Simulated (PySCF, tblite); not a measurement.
# C₄H₃F₃S: a rotation path, then NMR shifts on frames

How do NMR shifts of C₄H₃F₃S (`FC(F)(F)SC1=CC1`) change as the atoms move?

Programs: tblite 0.8.0 and PySCF 2.14.0, with density-fitted response routines of our own. Each step states its level of theory. These are calculated values for one molecule in the gas phase, unless marked as measured. Atoms are numbered from 0 throughout.

## Step 1: The molecule as given

11 atoms, charge 0, multiplicity 1; geometry from: GFN2-xTB.

Bonds of the start (Å): F0–C1 1.33, C1–F2 1.33, C1–F3 1.33, C1–S4 1.84, S4–C5 1.72, C5–C6 1.30, C6–C7 1.51, C7–C5 1.50, C6–H8 1.06, C7–H9 1.08, C7–H10 1.08.

## Step 2: A band between two rotamers with GFN2-xTB

The job: settings as JSON, then the geometry in Å.

```
{"job": {"kind": "neb", "xc": "GFN2-xTB", "basis": "xTB", "atoms": [0, 1, 4, 5], "turn": 120}, "charge": 0, "multiplicity": 1}
F      1.716835     0.551767     1.132963
C      1.869055    -0.362150     0.175575
F      3.060178    -0.926322     0.334218
F      1.874191     0.285567    -0.988707
S      0.554337    -1.645671     0.240080
C     -0.771698    -0.578193     0.011880
C     -2.047546    -0.350526    -0.110137
C     -1.152379     0.860159    -0.186915
H     -3.046568    -0.703053    -0.143984
H     -0.958002     1.328987    -1.145312
H     -1.092979     1.542104     0.654376
```

Level: GFN2-xTB climbing-image nudged elastic band, gas phase.

Started as:

```sh
OMP_NUM_THREADS=1 python probes_run.py task.json out
```

This one command runs all jobs of the session in turn.

The log of the run:

```text
image   E - E0 / eV
  0       0.0000
  1       0.0118
  2       0.0394
  3       0.0671
  4       0.0785
  5       0.0664
  6       0.0387
  7       0.0117
  8       0.0001
```

Run time: 4.7 s. Hardware: 1 thread, shared host.

The final band, with the dihedral F0–C1–S4–C5:

| image | dihedral (°) | energy (eV) | energy (kcal/mol) |
| --- | --- | --- | --- |
| 0 | 60 | 0.000 | 0.0 |
| 1 | 74 | 0.012 | 0.3 |
| 2 | 89 | 0.039 | 0.9 |
| 3 | 105 | 0.067 | 1.5 |
| 4 | 122 | 0.078 | 1.8 |
| 5 | 138 | 0.066 | 1.5 |
| 6 | 153 | 0.039 | 0.9 |
| 7 | 167 | 0.012 | 0.3 |
| 8 | 180 | 0.000 | 0.0 |

## Step 3: NMR shieldings: image 0, PBE0/pcSseg-1

The job: settings as JSON, then the geometry in Å.

```
{"job": {"kind": "nmr", "xc": "PBE0", "basis": "pcSseg-1", "pop": false}, "charge": 0, "multiplicity": 1}
F      1.716800     0.551800     1.133000
C      1.869100    -0.362200     0.175600
F      3.060200    -0.926300     0.334200
F      1.874200     0.285600    -0.988700
S      0.554300    -1.645700     0.240100
C     -0.771700    -0.578200     0.011900
C     -2.047500    -0.350500    -0.110100
C     -1.152400     0.860200    -0.186900
H     -3.046600    -0.703100    -0.144000
H     -0.958000     1.329000    -1.145300
H     -1.093000     1.542100     0.654400
```

Level: GIAO PBE0/pcSseg-1 NMR shielding, non-relativistic, gas phase.

The log of the run:

```text
coarse grid: 11088 points
cycle   1  E = -850.9669862897  dE =  1.533e+00  |g| = 9.340e-01  |ddm| = 3.174e+00
cycle   2  E = -850.7412454502  dE =  2.257e-01  |g| = 1.513e+00  |ddm| = 1.374e+00
cycle   3  E = -851.1258755848  dE = -3.846e-01  |g| = 8.016e-02  |ddm| = 9.255e-01
cycle   4  E = -851.1256689756  dE =  2.066e-04  |g| = 8.741e-02  |ddm| = 1.535e-01
cycle   5  E = -851.1275550720  dE = -1.886e-03  |g| = 1.166e-02  |ddm| = 7.565e-02
cycle   6  E = -851.1275839876  dE = -2.892e-05  |g| = 3.407e-03  |ddm| = 1.301e-02
cycle   7  E = -851.1275863244  dE = -2.337e-06  |g| = 8.635e-04  |ddm| = 3.069e-03
final grid: 107512 points
cycle   8  E = -851.1962701280  dE = -3.728e-05  |g| = 7.933e-03  |ddm| = 3.197e-02
cycle   9  E = -851.1962591650  dE =  1.096e-05  |g| = 1.058e-02  |ddm| = 1.810e-02
cycle  10  E = -851.1962844875  dE = -2.532e-05  |g| = 4.667e-04  |ddm| = 1.066e-02
cycle  11  E = -851.1962845026  dE = -1.511e-08  |g| = 3.948e-04  |ddm| = 7.605e-04
cycle  12  E = -851.1962845376  dE = -3.500e-08  |g| = 7.724e-05  |ddm| = 3.309e-04
cycle  13  E = -851.1962845387  dE = -1.100e-09  |g| = 3.352e-05  |ddm| = 9.312e-05
cycle  14  E = -851.1962845389  dE = -2.069e-10  |g| = 3.993e-06  |ddm| = 2.804e-05
converged SCF energy = -851.1962845389

GIAO shielding tensors (ppm)
atom      isotropic    diamagn.    paramagn.     s11        s22        s33       span
  0 F      214.797     475.537    -260.739    148.500    179.791    316.101    167.601
  1 C       44.818     242.205    -197.387     34.320     46.933     53.201     18.881
  2 F      236.125     467.685    -231.560    171.679    212.704    323.992    152.313
  3 F      214.609     475.494    -260.886    148.496    179.244    316.085    167.590
  4 S      347.120    1052.861    -705.741    196.094    337.576    507.691    311.598
  5 C       65.396     263.879    -198.483    -75.932    115.041    157.078    233.010
  6 C       77.952     254.975    -177.024    -58.266    114.367    177.754    236.020
  7 C      171.399     246.224     -74.826    127.142    151.870    235.184    108.042
  8 H       24.636      32.695      -8.058     20.554     24.501     28.854      8.300
  9 H       30.087      30.037       0.050     25.629     26.701     37.930     12.302
 10 H       30.089      30.026       0.063     25.636     26.685     37.947     12.312
```

Wall time 24 s (1 thread, shared host).

Shifts follow as δ = σ(reference) − σ, with reference shieldings (ppm) from runs at the same level and on the same kind of geometry: 1H TMS 31.72, 13C TMS 186.9, 19F CFCl3 170.9, 33S CS2 504. The references are single molecules in the gas phase, so shifts against H2O, NH3, PH3, H3PO4 or CFCl3 are not on the usual liquid scales and can be off by tens of ppm. Each atom is listed at this fixed geometry, with no averaging over motion; a spectrum would average atoms that exchange fast.

| atoms | environment | σ (ppm) | δ (ppm) |
| --- | --- | --- | --- |
| C1 | CF3 carbon | 44.8 | 142.1 |
| C5 | fully substituted alkene carbon | 65.4 | 121.5 |
| C6 | alkene CH | 78.0 | 109.0 |
| C7 | three-membered-ring carbon | 171.4 | 15.5 |
| H8 | hydrogen on an alkene CH | 24.64 | 7.08 |
| H9 | hydrogen on a three-membered-ring carbon | 30.09 | 1.63 |
| H10 | hydrogen on a three-membered-ring carbon | 30.09 | 1.63 |
| F3 | fluorine of an SCF3 group | 214.6 | -43.7 |
| F0 | fluorine of an SCF3 group | 214.8 | -43.9 |
| F2 | fluorine of an SCF3 group | 236.1 | -65.2 |
| S4 | sulfide sulfur | 347 | 157 |

Ring of atoms C5, C6, C7: NICS(0) -30.6, NICS(1) -6.7, NICS(1)zz -14.5 ppm (means of both faces).

In rings of three or four atoms NICS is ruled by the nearby σ bonds, so it says little on aromaticity.

## Step 4: NMR shieldings: image 2, PBE0/pcSseg-1

The job: settings as JSON, then the geometry in Å.

```
{"job": {"kind": "nmr", "xc": "PBE0", "basis": "pcSseg-1", "pop": false}, "charge": 0, "multiplicity": 1}
F      2.124800     0.273800     1.428700
C      1.888400    -0.343000     0.270300
F      3.010300    -0.954500    -0.095000
F      1.626400     0.595600    -0.631400
S      0.533500    -1.587600     0.420500
C     -0.792400    -0.557800     0.067400
C     -2.065300    -0.356600    -0.119900
C     -1.174300     0.840700    -0.322600
H     -3.061800    -0.716600    -0.144400
H     -0.947700     1.184600    -1.325600
H     -1.136600     1.624100     0.426000
```

With the program's defaults for keys left out, this is: GIAO PBE0/pcSseg-1 NMR shielding, non-relativistic, gas phase.

The log of the run:

```text
coarse grid: 11088 points
cycle   1  E = -850.9624722766  dE =  1.537e+00  |g| = 9.379e-01  |ddm| = 3.167e+00
cycle   2  E = -850.7311720549  dE =  2.313e-01  |g| = 1.525e+00  |ddm| = 1.384e+00
cycle   3  E = -851.1232614462  dE = -3.921e-01  |g| = 7.833e-02  |ddm| = 9.357e-01
cycle   4  E = -851.1229778285  dE =  2.836e-04  |g| = 8.748e-02  |ddm| = 1.546e-01
cycle   5  E = -851.1248762671  dE = -1.898e-03  |g| = 1.169e-02  |ddm| = 7.690e-02
cycle   6  E = -851.1249055719  dE = -2.930e-05  |g| = 3.431e-03  |ddm| = 1.335e-02
cycle   7  E = -851.1249079169  dE = -2.345e-06  |g| = 8.822e-04  |ddm| = 3.107e-03
final grid: 107512 points
cycle   8  E = -851.1935910469  dE = -3.654e-05  |g| = 7.797e-03  |ddm| = 2.725e-02
cycle   9  E = -851.1935802799  dE =  1.077e-05  |g| = 1.036e-02  |ddm| = 1.772e-02
cycle  10  E = -851.1936051871  dE = -2.491e-05  |g| = 5.433e-04  |ddm| = 1.078e-02
cycle  11  E = -851.1936052169  dE = -2.976e-08  |g| = 4.294e-04  |ddm| = 8.680e-04
cycle  12  E = -851.1936052588  dE = -4.197e-08  |g| = 7.873e-05  |ddm| = 3.683e-04
cycle  13  E = -851.1936052600  dE = -1.123e-09  |g| = 3.463e-05  |ddm| = 9.183e-05
cycle  14  E = -851.1936052602  dE = -2.051e-10  |g| = 4.574e-06  |ddm| = 2.776e-05
converged SCF energy = -851.1936052602

GIAO shielding tensors (ppm)
atom      isotropic    diamagn.    paramagn.     s11        s22        s33       span
  0 F      210.452     472.774    -262.322    147.699    167.465    316.190    168.491
  1 C       45.419     242.192    -196.773     35.644     47.650     52.964     17.320
  2 F      227.062     468.240    -241.178    160.143    202.300    318.743    158.600
  3 F      222.515     476.659    -254.144    152.257    208.577    306.711    154.455
  4 S      350.824    1053.034    -702.210    206.565    337.475    508.430    301.865
  5 C       65.352     263.215    -197.863    -74.230    114.132    156.154    230.384
  6 C       79.006     255.046    -176.040    -55.566    114.038    178.545    234.110
  7 C      170.592     245.981     -75.389    125.338    151.718    234.719    109.381
  8 H       24.662      32.707      -8.044     20.681     24.509     28.797      8.116
  9 H       30.090      29.963       0.127     25.699     26.845     37.726     12.027
 10 H       30.110      29.991       0.119     25.801     26.559     37.970     12.168
```

It took 23 s on 1 thread, shared host.

Key values: δ C1 141.5, C5 121.6, C6 107.9, C7 16.3, H8 7.05, H9 1.63 ppm.

## Step 5: NMR shieldings: image 4, PBE0/pcSseg-1

The job: settings as JSON, then the geometry in Å.

```
{"job": {"kind": "nmr", "xc": "PBE0", "basis": "pcSseg-1", "pop": false}, "charge": 0, "multiplicity": 1}
F      2.544100    -0.069000     1.503300
C      1.901900    -0.311900     0.361900
F      2.781300    -0.847000    -0.483600
F      1.525300     0.854500    -0.140100
S      0.501600    -1.491700     0.654900
C     -0.810900    -0.537400     0.104200
C     -2.079200    -0.367300    -0.141100
C     -1.187000     0.803500    -0.456100
H     -3.075100    -0.729400    -0.144100
H     -0.926900     1.030500    -1.483700
H     -1.169700     1.667700     0.198200
```

Level: GIAO PBE0/pcSseg-1 NMR shielding, non-relativistic, gas phase.

The log of the run:

```text
coarse grid: 11088 points
cycle   1  E = -850.9574893440  dE =  1.539e+00  |g| = 9.413e-01  |ddm| = 3.155e+00
cycle   2  E = -850.7203706354  dE =  2.371e-01  |g| = 1.536e+00  |ddm| = 1.396e+00
cycle   3  E = -851.1201305495  dE = -3.998e-01  |g| = 7.668e-02  |ddm| = 9.494e-01
cycle   4  E = -851.1197770915  dE =  3.535e-04  |g| = 8.756e-02  |ddm| = 1.556e-01
cycle   5  E = -851.1216878289  dE = -1.911e-03  |g| = 1.180e-02  |ddm| = 7.832e-02
cycle   6  E = -851.1217177497  dE = -2.992e-05  |g| = 3.504e-03  |ddm| = 1.357e-02
cycle   7  E = -851.1217201716  dE = -2.422e-06  |g| = 9.052e-04  |ddm| = 3.180e-03
final grid: 107512 points
cycle   8  E = -851.1909398200  dE = -3.768e-05  |g| = 7.811e-03  |ddm| = 2.389e-02
cycle   9  E = -851.1909289351  dE =  1.088e-05  |g| = 1.041e-02  |ddm| = 1.750e-02
cycle  10  E = -851.1909538786  dE = -2.494e-05  |g| = 5.486e-04  |ddm| = 1.076e-02
cycle  11  E = -851.1909539077  dE = -2.914e-08  |g| = 4.445e-04  |ddm| = 8.806e-04
cycle  12  E = -851.1909539531  dE = -4.541e-08  |g| = 7.468e-05  |ddm| = 3.811e-04
cycle  13  E = -851.1909539541  dE = -9.973e-10  |g| = 3.422e-05  |ddm| = 8.608e-05
cycle  14  E = -851.1909539543  dE = -1.935e-10  |g| = 4.488e-06  |ddm| = 2.721e-05
converged SCF energy = -851.1909539543

GIAO shielding tensors (ppm)
atom      isotropic    diamagn.    paramagn.     s11        s22        s33       span
  0 F      215.210     469.750    -254.540    145.142    182.982    317.506    172.363
  1 C       46.172     242.097    -195.925     37.306     48.709     52.500     15.194
  2 F      214.397     469.829    -255.432    144.749    181.276    317.165    172.415
  3 F      228.397     476.819    -248.422    156.501    233.436    295.255    138.754
  4 S      353.777    1053.233    -699.456    209.024    341.719    510.588    301.563
  5 C       65.369     262.570    -197.201    -72.878    113.826    155.159    228.037
  6 C       80.482     255.124    -174.642    -52.908    114.742    179.612    232.520
  7 C      170.109     245.743     -75.634    124.120    151.539    234.668    110.548
  8 H       24.695      32.721      -8.026     20.787     24.528     28.770      7.983
  9 H       30.091      29.934       0.157     25.896     26.655     37.721     11.825
 10 H       30.107      29.897       0.210     25.951     26.557     37.814     11.863
```

Wall time 23 s (1 thread, shared host).

In short: δ C1 140.8, C5 121.6, C6 106.4, C7 16.8, H8 7.02, H9 1.63 ppm.

## Step 6: Nuclear shieldings: image 6, PBE0/pcSseg-1

The job: settings as JSON, then the geometry in Å.

```
{"job": {"kind": "nmr", "xc": "PBE0", "basis": "pcSseg-1", "pop": false}, "charge": 0, "multiplicity": 1}
F      2.832900    -0.386600     1.343500
C      1.861700    -0.272300     0.443800
F      2.378400    -0.573700    -0.748100
F      1.493900     1.002900     0.404000
S      0.473900    -1.404600     0.890400
C     -0.802700    -0.530600     0.149600
C     -2.058900    -0.375300    -0.158100
C     -1.137500     0.741900    -0.573100
H     -3.060200    -0.721700    -0.146100
H     -0.841900     0.847400    -1.610800
H     -1.134100     1.675200    -0.021200
```

Level: GIAO PBE0/pcSseg-1 NMR shielding, non-relativistic, gas phase.

The log of the run:

```text
coarse grid: 11088 points
cycle   1  E = -850.9627266048  dE =  1.537e+00  |g| = 9.376e-01  |ddm| = 3.169e+00
cycle   2  E = -850.7314071595  dE =  2.313e-01  |g| = 1.524e+00  |ddm| = 1.385e+00
cycle   3  E = -851.1234646500  dE = -3.921e-01  |g| = 7.865e-02  |ddm| = 9.360e-01
cycle   4  E = -851.1231828700  dE =  2.818e-04  |g| = 8.773e-02  |ddm| = 1.550e-01
cycle   5  E = -851.1250926736  dE = -1.910e-03  |g| = 1.169e-02  |ddm| = 7.706e-02
cycle   6  E = -851.1251219363  dE = -2.926e-05  |g| = 3.437e-03  |ddm| = 1.334e-02
cycle   7  E = -851.1251242880  dE = -2.352e-06  |g| = 8.821e-04  |ddm| = 3.112e-03
final grid: 107512 points
cycle   8  E = -851.1935941477  dE = -3.495e-05  |g| = 7.884e-03  |ddm| = 2.623e-02
cycle   9  E = -851.1935831975  dE =  1.095e-05  |g| = 1.049e-02  |ddm| = 1.775e-02
cycle  10  E = -851.1936085191  dE = -2.532e-05  |g| = 5.269e-04  |ddm| = 1.084e-02
cycle  11  E = -851.1936085445  dE = -2.539e-08  |g| = 4.296e-04  |ddm| = 8.505e-04
cycle  12  E = -851.1936085876  dE = -4.305e-08  |g| = 7.298e-05  |ddm| = 3.681e-04
cycle  13  E = -851.1936085885  dE = -9.672e-10  |g| = 3.260e-05  |ddm| = 8.786e-05
cycle  14  E = -851.1936085887  dE = -1.760e-10  |g| = 4.373e-06  |ddm| = 2.589e-05
converged SCF energy = -851.1936085887

GIAO shielding tensors (ppm)
atom      isotropic    diamagn.    paramagn.     s11        s22        s33       span
  0 F      227.851     468.213    -240.362    160.817    203.572    319.166    158.350
  1 C       45.452     242.199    -196.747     35.725     47.651     52.981     17.256
  2 F      209.958     472.886    -262.928    146.942    167.097    315.835    168.892
  3 F      223.089     476.631    -253.541    152.017    209.851    307.400    155.383
  4 S      350.944    1053.015    -702.071    205.837    339.036    507.959    302.122
  5 C       65.383     263.341    -197.958    -73.983    113.829    156.304    230.287
  6 C       78.903     255.024    -176.121    -55.500    113.843    178.367    233.868
  7 C      170.566     246.046     -75.479    125.302    151.687    234.710    109.408
  8 H       24.662      32.719      -8.057     20.680     24.510     28.798      8.118
  9 H       30.106      30.054       0.052     25.794     26.639     37.886     12.092
 10 H       30.112      29.959       0.153     25.779     26.754     37.802     12.022
```

Run time: 23 s. Hardware: 1 thread, shared host.

This run: δ C1 141.5, C5 121.5, C6 108.0, C7 16.4, H8 7.05, H9 1.61 ppm.

## Step 7: NMR shieldings: image 8, PBE0/pcSseg-1

The job: settings as JSON, then the geometry in Å.

```
{"job": {"kind": "nmr", "xc": "PBE0", "basis": "pcSseg-1", "pop": false}, "charge": 0, "multiplicity": 1}
F      2.967400    -0.639500     1.044200
C      1.820100    -0.225500     0.520900
F      1.959400    -0.198400    -0.803800
F      1.615700     1.029100     0.919700
S      0.453400    -1.339700     1.040000
C     -0.793900    -0.511200     0.199000
C     -2.038600    -0.373600    -0.156000
C     -1.084600     0.667700    -0.683800
H     -3.044400    -0.706400    -0.131200
H     -0.771500     0.637100    -1.721900
H     -1.077700     1.663200    -0.253200
```

Level: GIAO PBE0/pcSseg-1 NMR shielding, non-relativistic, gas phase.

The log of the run:

```text
coarse grid: 11088 points
cycle   1  E = -850.9668212131  dE =  1.535e+00  |g| = 9.338e-01  |ddm| = 3.175e+00
cycle   2  E = -850.7414435146  dE =  2.254e-01  |g| = 1.512e+00  |ddm| = 1.375e+00
cycle   3  E = -851.1256175497  dE = -3.842e-01  |g| = 8.039e-02  |ddm| = 9.258e-01
cycle   4  E = -851.1254176207  dE =  1.999e-04  |g| = 8.747e-02  |ddm| = 1.536e-01
cycle   5  E = -851.1273060135  dE = -1.888e-03  |g| = 1.164e-02  |ddm| = 7.560e-02
cycle   6  E = -851.1273348092  dE = -2.880e-05  |g| = 3.396e-03  |ddm| = 1.298e-02
cycle   7  E = -851.1273371270  dE = -2.318e-06  |g| = 8.636e-04  |ddm| = 3.058e-03
final grid: 107512 points
cycle   8  E = -851.1961860030  dE = -3.720e-05  |g| = 7.973e-03  |ddm| = 3.392e-02
cycle   9  E = -851.1961750579  dE =  1.095e-05  |g| = 1.061e-02  |ddm| = 1.799e-02
cycle  10  E = -851.1962005268  dE = -2.547e-05  |g| = 4.638e-04  |ddm| = 1.068e-02
cycle  11  E = -851.1962005404  dE = -1.362e-08  |g| = 4.030e-04  |ddm| = 7.742e-04
cycle  12  E = -851.1962005780  dE = -3.764e-08  |g| = 7.368e-05  |ddm| = 3.409e-04
cycle  13  E = -851.1962005790  dE = -1.008e-09  |g| = 3.154e-05  |ddm| = 9.252e-05
cycle  14  E = -851.1962005792  dE = -1.810e-10  |g| = 4.114e-06  |ddm| = 2.604e-05
converged SCF energy = -851.1962005792

GIAO shielding tensors (ppm)
atom      isotropic    diamagn.    paramagn.     s11        s22        s33       span
  0 F      236.342     467.683    -231.341    171.921    213.074    324.032    152.111
  1 C       44.844     242.184    -197.340     34.343     46.914     53.275     18.932
  2 F      214.473     475.531    -261.058    148.494    179.082    315.844    167.350
  3 F      214.955     475.533    -260.577    148.891    179.883    316.091    167.200
  4 S      347.563    1052.854    -705.291    195.297    339.026    508.365    313.068
  5 C       65.342     263.973    -198.631    -76.008    114.958    157.076    233.084
  6 C       77.976     254.962    -176.986    -58.210    114.524    177.614    235.824
  7 C      171.332     246.278     -74.946    127.017    151.841    235.139    108.122
  8 H       24.647      32.712      -8.065     20.557     24.506     28.878      8.321
  9 H       30.080      30.053       0.027     25.619     26.718     37.904     12.285
 10 H       30.090      30.038       0.052     25.643     26.683     37.943     12.299
```

It took 23 s on 1 thread, shared host.

In short: δ C1 142.1, C5 121.6, C6 108.9, C7 15.6, H8 7.07, H9 1.64 ppm.

## Step 8: Comparing the runs: NMR shifts

Shifts (ppm) of some atoms, chosen among heavy atoms and hydrogens apart, with basis size and wall time:

| frame | C6 | H8 | H9 | F3 | F0 | F2 | S4 | functions | time |
| --- | --- | --- | --- | --- | --- | --- | --- | --- | --- |
| image 0 | 109.0 | 7.08 | 1.63 | -43.7 | -43.9 | -65.2 | 157 | 158 | 24 s |
| image 2 | 107.9 | 7.05 | 1.63 | -51.6 | -39.5 | -56.1 | 153 | 158 | 23 s |
| image 4 | 106.4 | 7.02 | 1.63 | -57.5 | -44.3 | -43.5 | 150 | 158 | 23 s |
| image 6 | 108.0 | 7.05 | 1.61 | -52.1 | -56.9 | -39.0 | 153 | 158 | 23 s |
| image 8 | 108.9 | 7.07 | 1.64 | -44.0 | -65.4 | -43.5 | 156 | 158 | 23 s |

## Step 9: Results

| quantity | value |
| --- | --- |
| barrier | 0.078 eV (1.8 kcal/mol) at image 4 |
| end to end (GFN2-xTB) | 0.000 eV |
| 13C shifts against TMS (PBE0/pcSseg-1, image 0) | 142.1, 121.5, 109.0, 15.5 ppm |
| 1H shifts against TMS (PBE0/pcSseg-1, image 0) | 7.08, 1.63, 1.63 ppm |
| 19F shifts against CFCl3 (PBE0/pcSseg-1, image 0) | -43.7, -43.9, -65.2 ppm |
| 33S shifts against CS2 (PBE0/pcSseg-1, image 0) | 157 ppm |
| range of the shift of F2 | -65.2 to -39.0 ppm |

What this shows: Along the band the dihedral turns by 120°, and the top (dihedral 122°) lies 1.8 kcal/mol above the start (GFN2-xTB, rough), so at room temperature this motion is fast. The top was not checked by a frequency run. Shifts at one fixed geometry are not the observed spectrum, which averages over the motion. In the first frame run (image 0): The largest span, 312 ppm, is at S4, where the paramagnetic term is -706 ppm. Across the 5 runs the shift of F2 moves most, between -65.2 (image 0) and -39.0 ppm (image 6).
